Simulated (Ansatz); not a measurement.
# Si₂F₆: basis-set convergence

How large a basis does Si₂F₆ need? Two functionals are run in growing sets.

The runs use Ansatz 0.2.0, Gaussian basis; one geometry, several basis sets.

The runs, in order: PBE0-D4/def2-SVP; ωB97M-V/def2-SVP; PBE0-D4/def2-QZVPP; ωB97M-V/def2-QZVPP; the functionals' def2-TZVPP values are taken from earlier runs.

### 1 The geometry

The geometry comes from an earlier relaxation with PBE0-D4 in a triple-zeta def2 set; it is a stationary point, not always the lowest conformer.

SMILES `F[Si](F)(F)[Si](F)(F)F`, 8 atoms, charge 0, spin multiplicity 1.

Atoms are counted from 1 here; the program's logs count them from 0.

Bond lengths: F1–Si2 1.574 Å, Si2–F3 1.574 Å, Si2–F4 1.574 Å, Si2–Si5 2.331 Å, Si5–F6 1.574 Å, Si5–F7 1.574 Å, Si5–F8 1.574 Å. Angles: F1–Si2–F3 108.3°, F1–Si2–F4 108.3°, F1–Si2–Si5 110.6°, F3–Si2–F4 108.3°, F3–Si2–Si5 110.6°, F4–Si2–Si5 110.6°, Si2–Si5–F6 110.6°, Si2–Si5–F7 110.6°, Si2–Si5–F8 110.6°, F6–Si5–F7 108.3°, F6–Si5–F8 108.3°, F7–Si5–F8 108.3°.

Geometry (Å):

```xyz
8
charge 0, multiplicity 1
F     0.3723   -1.8433    1.2680
Si    0.8005   -0.8553    0.1198
F     0.9467   -1.6799   -1.2130
F     2.2078   -0.2525    0.4854
Si   -0.7774    0.8410   -0.1339
F    -0.9322    1.6579    1.2027
F    -0.3431    1.8357   -1.2739
F    -2.1822    0.2393   -0.5111
```

### 2 PBE0-D4 in def2-SVP

File in.yaml:

```yaml
crystal:
  periodic: [false, false, false]
  atoms:
    - {symbol: F, position_ang: [0.372285, -1.843298, 1.267982]}
    - {symbol: Si, position_ang: [0.800462, -0.855339, 0.119803]}
    - {symbol: F, position_ang: [0.946687, -1.679905, -1.213021]}
    - {symbol: F, position_ang: [2.207837, -0.252534, 0.485359]}
    - {symbol: Si, position_ang: [-0.777441, 0.840998, -0.133868]}
    - {symbol: F, position_ang: [-0.932196, 1.657943, 1.202685]}
    - {symbol: F, position_ang: [-0.343118, 1.835727, -1.273865]}
    - {symbol: F, position_ang: [-2.182216, 0.239309, -0.511074]}
basis:
  gaussian: {orbitals: def2-SVP}
hamiltonian: {xc: pbe0, dispersion: d4}
output: {orbitals: {seedname: orbitals}}
```

On the command line:

```sh
$ ansatz run in.yaml --threads 2 --pin off --events-out ev --progress --plain --max-ram 22528MiB --backend cpu
```

The runs that follow: ωB97M-V in def2-SVP; PBE0-D4 in def2-QZVPP; ωB97M-V in def2-QZVPP.

**Question.** What will the summary of the whole plan be? Wanted: PBE0-D4: double and triple zeta above quadruple; ωB97M-V: double and triple zeta above quadruple.

**Answer**, as computed:

| quantity | value |
| --- | --- |
| PBE0-D4: double and triple zeta above quadruple | 28.74, 1.49 eV |
| ωB97M-V: double and triple zeta above quadruple | 28.94, 1.38 eV |

What this shows: For PBE0-D4 the step from double to triple zeta gains 27.25 eV and the next only 1.49 eV. These are total energies; as a rule much of such shifts cancels in differences, which this series doesn't test. The LUMO of ωB97M-V is positive and keeps falling with the basis (1.48 to 0.84 eV): an unbound level that the basis holds in place.
